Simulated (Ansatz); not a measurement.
# BCCD(T)/def2-SVP (core potential) run of CH5FOSn (SMILES [CH3][SnH]([OH])[F])

What is the vertical ionisation energy of CH5FOSn at BCCD(T)/def2-SVP (core potential)? 

Program for the calculation: Ansatz 0.2.0.

116 further runs of the same task are left out: 116 set aside as unsound or not needed.

### 1 Starting point

The species is CH5FOSn (9 atoms), meant as a singlet with charge 0. SMILES: `[CH3][SnH]([OH])[F]`. Geometry: relaxed at PBE0-D4/def2-TZVP. This is one conformer, not always the lowest.

Bond lengths: C1–Sn2 2.120 Å, Sn2–O3 1.954 Å, Sn2–F4 1.928 Å, C1–H5 1.090 Å, C1–H6 1.090 Å, C1–H7 1.090 Å, Sn2–H8 1.697 Å, O3–H9 0.960 Å. Some angles: C1–Sn2–O3 112.2°, C1–Sn2–F4 104.4°, O3–Sn2–F4 104.6°, C1–Sn2–H8 121.5°, O3–Sn2–H8 105.6°, F4–Sn2–H8 107.3°, Sn2–C1–H5 109.8°, Sn2–C1–H6 110.0°, Sn2–C1–H7 108.7°, Sn2–O3–H9 113.8°.

### 2 The energy at BCCD(T)/def2-SVP (core potential)

input.yaml reads:

```yaml
crystal:
  periodic: [false, false, false]
  atoms:
    - {symbol: C, position_ang: [-0.348000, 1.320900, -0.172600]}
    - {symbol: Sn, position_ang: [-0.271200, -0.757400, 0.237600]}
    - {symbol: O, position_ang: [1.527400, -1.346400, 0.725000]}
    - {symbol: F, position_ang: [-0.613200, -1.596000, -1.464600]}
    - {symbol: H, position_ang: [-1.361700, 1.603400, -0.455800]}
    - {symbol: H, position_ang: [-0.043600, 1.885400, 0.708500]}
    - {symbol: H, position_ang: [0.329800, 1.539100, -0.997600]}
    - {symbol: H, position_ang: [-1.308700, -1.477000, 1.371800]}
    - {symbol: H, position_ang: [2.177700, -1.218400, 0.030600]}
basis:
  gaussian:
    orbitals: def2-SVP
correlation:
  method: bccd_t
  frozen_orbitals: {C: 1, F: 1, H: 0, O: 1, Sn: 4}
accuracy: high
scf:
  omitted_lower_state_checks: [cluster_reference, increment]
```

The run is started by

```console
$ ansatz run input.yaml --threads 1 --pin off --max-ram 3480MiB --events-out events.jsonl --progress --plain --runs-dir runs
```

Output, cut to the lines that bear on the results:

```text
Warning: RAYON_NUM_THREADS=1 ignored (pool sized by the plan → 1); use --threads N
Functional definition: HF
  name "HF"
[...]
2210 factors; integrals over basis functions are off by at most 3.4e-9 eV
[...]
mean field -11654.23816162 eV, -428.2853529132 hartree, gradient 1.9e-8 eV, S^2 0.000000; 0 other end points of the search recorded, 0 dependent functions left out
7 core orbitals not correlated: weight in the atoms' cores, before any rotation towards them, 1.000 or more for the frozen orbitals, at most 0.000 for the correlated occupied ones
reference -11654.23816162 eV, -428.2853529132 hartree; 18, 18 occupied and 68, 68 virtual orbitals, 2210 factors
second order -17.36407594 eV of doubles, -0.00000000 eV of singles
cycle   1  -17.66592525 eV  change   -3.0e-1 eV  update   1.0e-1
[...]
cycle  21  -18.18122474 eV  change    1.3e-9 eV  update   3.3e-9
perturbative correction -0.44671521 eV, -0.0164164811 hartree
Total energy: -11672.86610157 eV, -428.9699170798 hartree
Checks for a lower state left out: cluster_reference, increment
```

Wall time 63 s (1 thread of Arm Neoverse V1, shared host); peak memory 0.94 GiB.

### 3 The doublet cation, same level

Changes to input.yaml since step 2:

```diff
@@ -13,9 +13,7 @@
 basis:
-  gaussian:
-    orbitals: def2-SVP
-correlation:
-  method: bccd_t
-  frozen_orbitals: {C: 1, F: 1, H: 0, O: 1, Sn: 4}
+  gaussian: {orbitals: def2-SVP}
+total_charge: 1
+magnetization: {spin_polarized: true, initial_magnetization: 1}
+correlation: {method: bccd_t, frozen_orbitals: {C: 1, F: 1, H: 0, O: 1, Sn: 4}}
 accuracy: high
-scf:
-  omitted_lower_state_checks: [cluster_reference, increment]
+scf: {omitted_lower_state_checks: [cluster_reference, increment]}
```

The run is started by

```console
$ ansatz run input.yaml --threads 1 --pin off --max-ram 3480MiB --events-out events.jsonl --progress --plain --runs-dir runs
```

Output, cut to the lines that bear on the results:

```text
Warning: RAYON_NUM_THREADS=1 ignored (pool sized by the plan → 1); use --threads N
Functional definition: HF
  name "HF"
[...]
2211 factors; integrals over basis functions are off by at most 3.4e-9 eV
[...]
mean field -11644.43605857 eV, -427.9251322701 hartree, gradient 6.2e-8 eV, S^2 0.759067; 6 other end points of the search recorded, 0 dependent functions left out
7 core orbitals not correlated: weight in the atoms' cores, before any rotation towards them, 1.000 or more for the frozen orbitals, at most 0.000 for the correlated occupied ones
reference -11644.43605857 eV, -427.9251322701 hartree; 18, 17 occupied and 68, 69 virtual orbitals, 2211 factors
second order -15.94433927 eV of doubles, -0.00000000 eV of singles
cycle   1  -16.53060462 eV  change   -5.9e-1 eV  update   1.1e-1
[...]
cycle  61  -17.21766789 eV  change   4.5e-10 eV  update   1.4e-9
perturbative correction -0.55685056 eV, -0.0204638807 hartree
Total energy: -11662.21057702 eV, -428.5783337753 hartree
Checks for a lower state left out: cluster_reference, increment
```

Wall time 8.7 min (1 thread of Arm Neoverse V1, shared host); peak memory 2 GiB.

### 4 Results

Level: BCCD(T)/def2-SVP (core potential), 7 core orbitals frozen.

| quantity | value |
| --- | --- |
| singlet CH5FOSn: total energy | -428.96992 Eh |
| singlet CH5FOSn: correlation energy (7 core orbitals frozen) | -684.6 mEh |
| singlet CH5FOSn: (T) correction | -16.42 mEh |
| doublet cation: total energy | -428.57833 Eh |
| doublet cation: correlation energy (7 core orbitals frozen) | -653.2 mEh |
| doublet cation: (T) correction | -20.46 mEh |
| doublet cation: ⟨S²⟩ of the reference determinant | 0.759 |
| vertical ionisation energy (to the doublet cation) | 10.656 eV |

What this shows: Removing an electron at fixed nuclei costs 10.66 eV (1028 kJ/mol). The triples (singlet CH5FOSn) make up 2.4 % of the correlation energy. The triples (doublet cation) make up 3.1 % of the correlation energy.
